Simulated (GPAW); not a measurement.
BaTiO3:

```
Ba Ti O
1.0
     4.00600    0.00000    0.00000
     0.00000    4.00600    0.00000
     0.00000    0.00000    4.00600
Ba Ti O
1 1 3
Direct
  0.50000 0.50000 0.50000
  0.00000 0.00000 0.00000
  0.00000 0.00000 0.50000
  0.00000 0.50000 0.00000
  0.50000 0.00000 0.00000
```

Base run:

- Program: GPAW 26.7.0
- Functional: PBEsol
- Potentials or basis: PAW data sets generated in the run's folder for this functional
- Cutoff: 800 eV
- Basis: pw
- k mesh: 7 × 7 × 7
- Occupations: fermi-dirac, width 0.05 eV
- Spin: no spin polarisation
- Hubbard terms: Ti d U = 3 eV

Its results: band gap on the k mesh 2.20 eV, indirect (least direct gap 2.30 eV); pressure -1.8 GPa.

The run is repeated on the same cell with these changes: hubbard terms from Ti d U = 3 eV to none. What comes out?

Band gap on the k mesh 1.79 eV, indirect (least direct gap 1.87 eV); pressure -3.1 GPa.

The U term pushes filled and empty states of the shell apart.

Caveats: spin-orbit coupling is left out, which moves the levels of the heavy elements.

A k mesh can miss the band edges.

Not every run made on this cell is shown here.
